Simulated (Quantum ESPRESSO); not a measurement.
Ti:

```xyz
1
Lattice="0.0000 2.0750 2.0750 2.0750 0.0000 2.0750 2.0750 2.0750 0.0000" Properties=species:S:1:pos:R:3 pbc="T T T"
Ti    0.0000    0.0000    0.0000
```

The cell was built by a generator and needn't be a form met in nature.

Base run:

- Program: Quantum ESPRESSO 7.5
- Functional: PBEsol
- Potentials or basis: GBRV 1.5 PBEsol
- Cutoff: 612 eV
- Density cutoff: 4898 eV
- k mesh: 16 × 16 × 16
- Occupations: methfessel-paxton, width 0.1 eV
- Spin: no spin polarisation

Its results: band gap on the k mesh none (metal or under the smearing width); pressure -7.0 GPa.

Problem. The run is repeated on the same cell with these changes: functional from PBEsol to LDA; potentials or basis from GBRV 1.5 PBEsol to GBRV 1.5 LDA. What comes out?

Solution. Band gap on the k mesh none (metal or under the smearing width); pressure -11.0 GPa.
